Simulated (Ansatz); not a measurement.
# GeH₅NSSi: how energies converge with the basis set

The task here is to estimate one member of a computed series from the others.

Method: one geometry, several basis sets; program: Ansatz 0.2.0, Gaussian basis.

Plan: PBE0-D4/def2-SVP; ωB97M-V/def2-SVP; PBE0-D4/def2-QZVPP; ωB97M-V/def2-QZVPP; the functionals' def2-TZVPP values are taken from earlier runs.

### Structure used throughout

The geometry comes from an earlier relaxation with PBE0-D4 in a triple-zeta def2 set; it is a stationary point, not always the lowest conformer.

SMILES `S[SiH]1[NH][GeH2]1`, 9 atoms, charge 0, spin multiplicity 1.

Atoms are counted from 1 here; the program's logs count them from 0.

Bond lengths: S1–Si2 2.132 Å, S1–H5 1.343 Å, Si2–N3 1.687 Å, Si2–Ge4 2.298 Å, Si2–H6 1.487 Å, N3–Ge4 1.890 Å, N3–H7 1.006 Å, Ge4–H8 1.540 Å, Ge4–H9 1.541 Å. Angles: Si2–S1–H5 93.6°, S1–Si2–N3 117.1°, S1–Si2–Ge4 124.9°, S1–Si2–H6 106.7°, N3–Si2–Ge4 54.0°, N3–Si2–H6 121.1°, Ge4–Si2–H6 123.9°, Si2–N3–Ge4 79.7°, Si2–N3–H7 141.8°, Ge4–N3–H7 138.5°, Si2–Ge4–N3 46.3°, Si2–Ge4–H8 123.4°, Si2–Ge4–H9 126.3°, N3–Ge4–H8 112.7°, N3–Ge4–H9 113.2°, H8–Ge4–H9 110.3°.

Coordinates:

```xyz
9

S    -1.63777    0.02091    1.91628
Si   -0.57703    0.47663    0.12345
N     1.10734    0.39352    0.18337
Ge    0.74396   -1.00469   -1.03508
H    -2.69573    0.77878    1.58282
H    -1.26739    1.63642   -0.49978
H     1.90404    0.81564    0.62873
H     1.14532   -2.38779   -0.49049
H     1.36575   -0.77583   -2.42640
```

Set-up of the first run:

in.yaml reads:

```yaml
crystal:
  periodic: [false, false, false]
  atoms:
    - {symbol: S, position_ang: [-1.637766, 0.020911, 1.916281]}
    - {symbol: Si, position_ang: [-0.577033, 0.476628, 0.123447]}
    - {symbol: N, position_ang: [1.107342, 0.393522, 0.183367]}
    - {symbol: Ge, position_ang: [0.743963, -1.004690, -1.035083]}
    - {symbol: H, position_ang: [-2.695729, 0.778785, 1.582816]}
    - {symbol: H, position_ang: [-1.267391, 1.636424, -0.499776]}
    - {symbol: H, position_ang: [1.904036, 0.815645, 0.628731]}
    - {symbol: H, position_ang: [1.145325, -2.387794, -0.490486]}
    - {symbol: H, position_ang: [1.365752, -0.775831, -2.426396]}
basis:
  gaussian: {orbitals: def2-SVP}
hamiltonian: {xc: pbe0, dispersion: d4}
output: {orbitals: {seedname: orbitals}}
```

Steps of the session up to this table: PBE0-D4 in def2-SVP; ωB97M-V in def2-SVP; PBE0-D4 in def2-QZVPP; ωB97M-V in def2-QZVPP.

One table of the session follows, with a row left open; its other results are not shown here.

It belongs to the step «Density functionals: the series». 

```
functional       basis  HOMO (eV)
   PBE0-D4    def2-SVP      -6.74
   PBE0-D4  def2-TZVPP      -6.82
   PBE0-D4  def2-QZVPP      -6.85
   ωB97M-V    def2-SVP      -8.70
   ωB97M-V  def2-TZVPP          ?
   ωB97M-V  def2-QZVPP      -8.84
```

**Question.** Estimate the row for ωB97M-V, def2-TZVPP.

**Answer.** HOMO (eV): -8.81. In the column «HOMO (eV)» it lies between ωB97M-V, def2-QZVPP (-8.84) and ωB97M-V, def2-SVP (-8.70).
